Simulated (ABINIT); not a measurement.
## BiTe: relaxation of cell and atoms with revPBE

The system is BiTe.

```
Bi Te
1.0
     2.42271    1.39875    3.31729
    -2.42271    1.39875    3.31729
     0.00000   -2.79750    3.31729
Bi Te
1 1
Direct
  0.50000 0.50000 0.50000
  0.00000 0.00000 0.00000
```

The cell comes from a database or a generator and needn't be the stable form of this composition.

```
Program                     : ABINIT 10.8.3 (patched build)
Task                        : relaxation of cell and atoms
Functional                  : revPBE
Potentials or basis         : JTH PAW PBE v2.0
Cutoff                      : 707 eV
k mesh                      : 5 × 5 × 5
Occupations                 : fermi-dirac, width 0.05 eV
Spin                        : no spin polarisation
Cell freedom (optcell)      : 2
Cutoff smearing ecutsm (Ha) : 0.5
Optimiser (ionmov)          : 22
Force stop (Ha/bohr)        : 5e-05
Fine-grid cutoff            : 1306.15 eV
```

```
Relaxed volume                                        : 34.46 Å³/atom
Relaxed cell                                          : a = 4.396 Å, b = 4.396 Å, c = 4.396 Å, α = 66.88°, β = 66.88°, γ = 66.88°
Space group after relaxing (to 0.05 Å)                : R-3m (No. 166)
Energy gained by relaxing                             : 1.7 meV/atom
Ionic steps                                           : 8
Pressure after relaxing                               : 0.0 GPa
Band gap on the k mesh                                : none (metal or under the smearing width)
Valence electrons inside the program's atomic spheres : Bi 12.08; Te 3.07
```

Step by step:
```csv
step,energy change (eV),largest force (eV/Å),pressure (GPa),volume (Å³)
1,0.0000,0.0000,0.77,67.45
2,-0.0007,0.0000,0.65,67.61
3,-0.0027,0.0000,0.06,68.51
4,-0.0028,0.0000,-0.01,68.64
5,-0.0030,0.0000,-0.11,68.90
6,-0.0032,0.0000,-0.10,68.97
7,-0.0033,0.0000,-0.01,68.97
8,-0.0033,0.0000,0.00,68.92
```

Final structure:
```
Bi Te
1.0
     2.42233    1.39853    3.39094
    -2.42233    1.39853    3.39094
     0.00000   -2.79706    3.39094
Bi Te
1 1
Direct
  0.50000 0.50000 0.50000
  0.00000 0.00000 0.00000
```

Levels at points of the mesh, in eV from the Fermi level:
| k point | band 7 | band 8 | band 9 | band 10 | band 11 | band 12 | band 13 | band 14 |
| --- | --- | --- | --- | --- | --- | --- | --- | --- |
| (0.00, 0.00, 0.00) | -8.26 | -2.77 | -2.77 | -1.63 | 1.94 | 2.51 | 2.51 | 4.28 |

Run time: 4.2 min on 1 thread of Arm Neoverse V2 (shared host), peak memory 0.19 GiB.

Caveat: the PAW data sets were made with another functional, which shifts forces and pressure a little; spin-orbit coupling is left out, which moves the levels of the heavy elements.
